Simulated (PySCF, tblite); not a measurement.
# C₄H₈BFO₂: a rotation path, then NMR shifts on frames, part 2 of 2

tblite 0.8.0 and PySCF 2.14.0. Atoms count from 0. The steps go on from the part before.

## 5. Nuclear shieldings: image 5, PBE0/pcSseg-1

The job: settings as JSON, then the geometry in Å.

```
{"job": {"kind": "nmr", "xc": "PBE0", "basis": "pcSseg-1", "pop": false}, "charge": 0, "multiplicity": 1}
C     -1.220400     0.999700     0.520800
C     -0.211300    -0.026000     0.002300
C     -0.776300    -0.740700    -1.248900
F      0.121300    -0.805900    -2.283500
C      1.198600     0.590300    -0.228600
O      2.054500    -0.093400     0.661800
B      1.333400    -1.013900     1.341300
O      0.014900    -1.006100     1.010400
H     -1.426400     1.747300    -0.240900
H     -2.146800     0.498100     0.792900
H     -0.827200     1.492500     1.406800
H     -1.028900    -1.772600    -0.989000
H     -1.653500    -0.218400    -1.641500
H      1.219700     1.658400     0.004800
H      1.556300     0.435700    -1.248900
H      1.784400    -1.736100     2.128800
```

Level: GIAO PBE0/pcSseg-1 NMR shielding, non-relativistic, gas phase.

The log of the run:

```text
coarse grid: 13648 points
cycle   1  E = -431.7305178737  dE =  1.180e+00  |g| = 8.728e-01  |ddm| = 3.410e+00
cycle   2  E = -431.5876167325  dE =  1.429e-01  |g| = 1.274e+00  |ddm| = 1.389e+00
cycle   3  E = -431.8624432784  dE = -2.748e-01  |g| = 7.824e-02  |ddm| = 8.826e-01
cycle   4  E = -431.8635218221  dE = -1.079e-03  |g| = 3.367e-02  |ddm| = 7.574e-02
cycle   5  E = -431.8637884816  dE = -2.667e-04  |g| = 6.937e-03  |ddm| = 3.135e-02
cycle   6  E = -431.8637976963  dE = -9.215e-06  |g| = 2.547e-03  |ddm| = 6.366e-03
final grid: 133040 points
cycle   7  E = -431.9399997926  dE = -5.201e-05  |g| = 1.278e-02  |ddm| = 3.112e-02
cycle   8  E = -431.9399641619  dE =  3.563e-05  |g| = 1.917e-02  |ddm| = 1.968e-02
cycle   9  E = -431.9400306520  dE = -6.649e-05  |g| = 1.313e-03  |ddm| = 1.181e-02
cycle  10  E = -431.9400309792  dE = -3.272e-07  |g| = 3.996e-04  |ddm| = 1.119e-03
cycle  11  E = -431.9400310041  dE = -2.488e-08  |g| = 1.623e-04  |ddm| = 3.734e-04
cycle  12  E = -431.9400310087  dE = -4.605e-09  |g| = 3.087e-05  |ddm| = 1.237e-04
cycle  13  E = -431.9400310089  dE = -1.855e-10  |g| = 8.250e-06  |ddm| = 2.877e-05
converged SCF energy = -431.9400310089

GIAO shielding tensors (ppm)
atom      isotropic    diamagn.    paramagn.     s11        s22        s33       span
  0 C      156.528     246.890     -90.362    138.141    150.175    181.267     43.126
  1 C      103.191     249.028    -145.837     75.920     92.623    141.029     65.109
  2 C       91.294     241.169    -149.875     64.067     81.323    128.491     64.424
  3 F      418.578     472.922     -54.344    370.753    386.042    498.938    128.185
  4 C      112.970     248.946    -135.976     80.540    103.759    154.610     74.070
  5 O      192.875     392.435    -199.561     53.479    243.862    281.283    227.804
  6 B       73.583     199.840    -126.257     63.629     72.887     84.233     20.604
  7 O      144.949     395.540    -250.590     39.255    182.366    213.227    173.971
  8 H       30.623      30.561       0.062     26.969     28.028     36.871      9.903
  9 H       30.024      29.720       0.304     26.346     27.992     35.735      9.390
 10 H       30.402      30.382       0.019     26.439     28.698     36.068      9.629
 11 H       26.639      29.044      -2.405     22.677     28.057     29.183      6.507
 12 H       27.158      29.473      -2.315     22.409     29.152     29.914      7.505
 13 H       27.785      31.314      -3.529     23.697     27.675     31.983      8.286
 14 H       26.592      30.772      -4.181     22.753     26.764     30.258      7.505
 15 H       27.815      30.150      -2.335     25.208     26.142     32.095      6.887
```

Wall time 24 s (1 thread, shared host).

In short: δ C2 95.6, C1 83.7, C4 74.0, C0 30.4, H14 5.13, H11 5.08 ppm.

## 6. NMR shieldings: image 6, PBE0/pcSseg-1

The job: settings as JSON, then the geometry in Å.

```
{"job": {"kind": "nmr", "xc": "PBE0", "basis": "pcSseg-1", "pop": false}, "charge": 0, "multiplicity": 1}
C     -1.234100     0.977500     0.538600
C     -0.212900    -0.027600     0.004300
C     -0.773900    -0.730500    -1.250500
F      0.200000    -1.026700    -2.169100
C      1.185100     0.612200    -0.234000
O      2.059200    -0.069700     0.639700
B      1.357300    -1.008700     1.315500
O      0.035700    -1.013800     0.999800
H     -1.454500     1.732700    -0.211400
H     -2.152500     0.461500     0.809900
H     -0.840500     1.464000     1.427900
H     -1.226200    -1.682600    -0.958900
H     -1.501900    -0.097400    -1.766700
H      1.194500     1.677900     0.011500
H      1.533200     0.472700    -1.260200
H      1.823800    -1.732700     2.092100
```

With the program's defaults for keys left out, this is: GIAO PBE0/pcSseg-1 NMR shielding, non-relativistic, gas phase.

The log of the run:

```text
coarse grid: 13648 points
cycle   1  E = -431.7327223994  dE =  1.183e+00  |g| = 8.740e-01  |ddm| = 3.412e+00
cycle   2  E = -431.5883125030  dE =  1.444e-01  |g| = 1.279e+00  |ddm| = 1.410e+00
cycle   3  E = -431.8652230669  dE = -2.769e-01  |g| = 7.871e-02  |ddm| = 8.987e-01
cycle   4  E = -431.8663146534  dE = -1.092e-03  |g| = 3.374e-02  |ddm| = 7.608e-02
cycle   5  E = -431.8665841756  dE = -2.695e-04  |g| = 6.795e-03  |ddm| = 3.157e-02
cycle   6  E = -431.8665934150  dE = -9.239e-06  |g| = 2.210e-03  |ddm| = 6.284e-03
final grid: 133040 points
cycle   7  E = -431.9421161906  dE = -5.237e-05  |g| = 1.223e-02  |ddm| = 3.031e-02
cycle   8  E = -431.9420850689  dE =  3.112e-05  |g| = 1.810e-02  |ddm| = 1.909e-02
cycle   9  E = -431.9421449978  dE = -5.993e-05  |g| = 1.282e-03  |ddm| = 1.138e-02
cycle  10  E = -431.9421453143  dE = -3.165e-07  |g| = 3.464e-04  |ddm| = 1.101e-03
cycle  11  E = -431.9421453320  dE = -1.772e-08  |g| = 1.650e-04  |ddm| = 3.422e-04
cycle  12  E = -431.9421453367  dE = -4.726e-09  |g| = 3.215e-05  |ddm| = 1.239e-04
cycle  13  E = -431.9421453369  dE = -1.966e-10  |g| = 8.521e-06  |ddm| = 2.958e-05
converged SCF energy = -431.9421453369

GIAO shielding tensors (ppm)
atom      isotropic    diamagn.    paramagn.     s11        s22        s33       span
  0 C      158.300     246.978     -88.678    141.035    150.917    182.948     41.914
  1 C      102.652     248.765    -146.114     76.513     92.189    139.253     62.740
  2 C       93.100     241.468    -148.369     64.392     82.773    132.135     67.743
  3 F      419.839     473.288     -53.449    378.828    392.451    488.237    109.409
  4 C      113.213     249.069    -135.856     81.303    103.870    154.466     73.163
  5 O      192.965     392.403    -199.439     54.523    242.657    281.714    227.191
  6 B       73.585     199.823    -126.238     63.691     72.539     84.525     20.834
  7 O      148.188     395.654    -247.466     46.148    184.712    213.704    167.556
  8 H       30.743      30.566       0.177     26.967     28.146     37.117     10.151
  9 H       30.103      29.687       0.417     26.310     28.066     35.933      9.623
 10 H       30.378      30.390      -0.012     26.498     28.625     36.010      9.512
 11 H       26.610      28.995      -2.385     22.737     27.730     29.362      6.625
 12 H       27.276      29.611      -2.335     22.262     29.326     30.240      7.978
 13 H       27.781      31.334      -3.553     23.681     27.634     32.026      8.345
 14 H       26.677      30.764      -4.087     23.134     26.794     30.101      6.967
 15 H       27.806      30.155      -2.349     25.227     26.104     32.086      6.859
```

Wall time 24 s (1 thread, shared host).

In short: δ C2 93.8, C1 84.3, C4 73.7, C0 28.6, H11 5.11, H14 5.04 ppm.

## 7. Shielding tensors: image 8, PBE0/pcSseg-1

The job: settings as JSON, then the geometry in Å.

```
{"job": {"kind": "nmr", "xc": "PBE0", "basis": "pcSseg-1", "pop": false}, "charge": 0, "multiplicity": 1}
C     -1.258400     0.933400     0.568400
C     -0.213100    -0.031100     0.008900
C     -0.767300    -0.711900    -1.250900
F      0.206500    -1.418400    -1.906100
C      1.162000     0.649900    -0.244100
O      2.069900    -0.023400     0.599100
B      1.403600    -0.993900     1.269500
O      0.078000    -1.029700     0.976900
H     -1.483400     1.711600    -0.155900
H     -2.169400     0.391000     0.807900
H     -0.880000     1.389800     1.479500
H     -1.549200    -1.425800    -0.976900
H     -1.150800     0.030500    -1.957900
H      1.146200     1.711400     0.021500
H      1.492200     0.537500    -1.280800
H      1.905500    -1.712000     2.029400
```

Method: GIAO PBE0/pcSseg-1 NMR shielding, non-relativistic, gas phase.

The log of the run:

```text
coarse grid: 13648 points
cycle   1  E = -431.7355993769  dE =  1.190e+00  |g| = 8.735e-01  |ddm| = 3.419e+00
cycle   2  E = -431.5910297872  dE =  1.446e-01  |g| = 1.280e+00  |ddm| = 1.449e+00
cycle   3  E = -431.8684046825  dE = -2.774e-01  |g| = 7.962e-02  |ddm| = 9.286e-01
cycle   4  E = -431.8695188943  dE = -1.114e-03  |g| = 3.391e-02  |ddm| = 7.657e-02
cycle   5  E = -431.8697919480  dE = -2.731e-04  |g| = 6.747e-03  |ddm| = 3.197e-02
cycle   6  E = -431.8698013664  dE = -9.418e-06  |g| = 1.872e-03  |ddm| = 6.246e-03
final grid: 133040 points
cycle   7  E = -431.9460716570  dE = -5.537e-05  |g| = 1.204e-02  |ddm| = 3.117e-02
cycle   8  E = -431.9460429443  dE =  2.871e-05  |g| = 1.763e-02  |ddm| = 1.937e-02
cycle   9  E = -431.9460997267  dE = -5.678e-05  |g| = 1.179e-03  |ddm| = 1.144e-02
cycle  10  E = -431.9461000039  dE = -2.773e-07  |g| = 2.937e-04  |ddm| = 1.096e-03
cycle  11  E = -431.9461000169  dE = -1.294e-08  |g| = 1.437e-04  |ddm| = 2.914e-04
cycle  12  E = -431.9461000204  dE = -3.549e-09  |g| = 3.702e-05  |ddm| = 1.139e-04
cycle  13  E = -431.9461000207  dE = -2.434e-10  |g| = 8.840e-06  |ddm| = 3.062e-05
converged SCF energy = -431.9461000207

GIAO shielding tensors (ppm)
atom      isotropic    diamagn.    paramagn.     s11        s22        s33       span
  0 C      161.164     247.291     -86.128    147.227    150.232    186.031     38.804
  1 C      102.819     248.223    -145.404     78.027     90.674    139.755     61.727
  2 C       96.393     242.177    -145.784     65.729     84.418    139.032     73.304
  3 F      426.155     473.662     -47.507    402.226    408.653    467.585     65.359
  4 C      112.668     249.355    -136.687     81.018    104.131    152.856     71.838
  5 O      191.698     392.407    -200.709     54.750    241.666    278.677    223.927
  6 B       73.431     199.693    -126.262     63.693     72.442     84.158     20.465
  7 O      157.995     395.585    -237.589     55.373    199.736    218.878    163.505
  8 H       30.900      30.571       0.330     27.010     28.331     37.360     10.350
  9 H       30.285      29.764       0.521     26.252     28.225     36.380     10.128
 10 H       30.336      30.413      -0.076     26.553     28.529     35.927      9.374
 11 H       26.784      29.072      -2.288     22.562     27.743     30.046      7.483
 12 H       27.424      29.960      -2.535     22.633     28.891     30.749      8.115
 13 H       27.728      31.366      -3.637     23.640     27.657     31.889      8.248
 14 H       26.991      30.803      -3.812     23.803     26.686     30.484      6.682
 15 H       27.785      30.121      -2.336     25.233     26.028     32.093      6.860
```

Wall time 25 s (1 thread, shared host).

Key values: δ C2 90.5, C1 84.1, C4 74.3, C0 25.8, H11 4.93, H14 4.73 ppm.

## 8. Run by run: NMR shifts

Shifts (ppm) of some atoms, chosen among heavy atoms and hydrogens apart, with basis size and wall time:

```csv
frame,C2,C4,C0,H11,H8,F3,O7,functions,time
image 0,91.8,78.2,27.4,4.48,1.71,-256.7,173.4,176,25 s
image 2,94.3,75.1,30.7,4.64,1.50,-254.5,183.0,176,25 s
image 5,95.6,74.0,30.4,5.08,1.09,-247.6,191.1,176,24 s
image 6,93.8,73.7,28.6,5.11,0.97,-248.9,187.9,176,24 s
image 8,90.5,74.3,25.8,4.93,0.82,-255.2,178.1,176,25 s
```

## 9. Summary of results

What follows sums up all 2 parts.

| quantity | value |
| --- | --- |
| barrier | 0.122 eV (2.8 kcal/mol) at image 5 |
| end to end (GFN2-xTB) | 0.063 eV |
| 13C shifts against TMS (PBE0/pcSseg-1, image 0) | 91.8, 82.1, 78.2, 27.4 ppm |
| 1H shifts against TMS (PBE0/pcSseg-1, image 0) | 4.62, 4.58, 4.48, 4.11, 3.91, 1.71, 1.50, 1.33 ppm |
| 19F shifts against CFCl3 (PBE0/pcSseg-1, image 0) | -256.7 ppm |
| 17O shifts against H2O (PBE0/pcSseg-1, image 0) | 173.4, 142.0 ppm |
| 11B shifts against BF3·OEt2 (PBE0/pcSseg-1, image 0) | 26.9 ppm |
| range of the shift of O7 | 173.4 to 191.1 ppm |

In words: Along the band the dihedral turns by 105°, and the top (dihedral 133°) lies 2.8 kcal/mol above the start (GFN2-xTB, rough), so at room temperature this motion is fast. The top was not checked by a frequency run. Shifts at one fixed geometry are not the observed spectrum, which averages over the motion. In the first frame run (image 0): The widest tensor belongs to O5: span 230 ppm, with a paramagnetic part of -198 ppm. Across the 5 runs the shift of O7 moves most, between 173.4 (image 0) and 191.1 ppm (image 5).
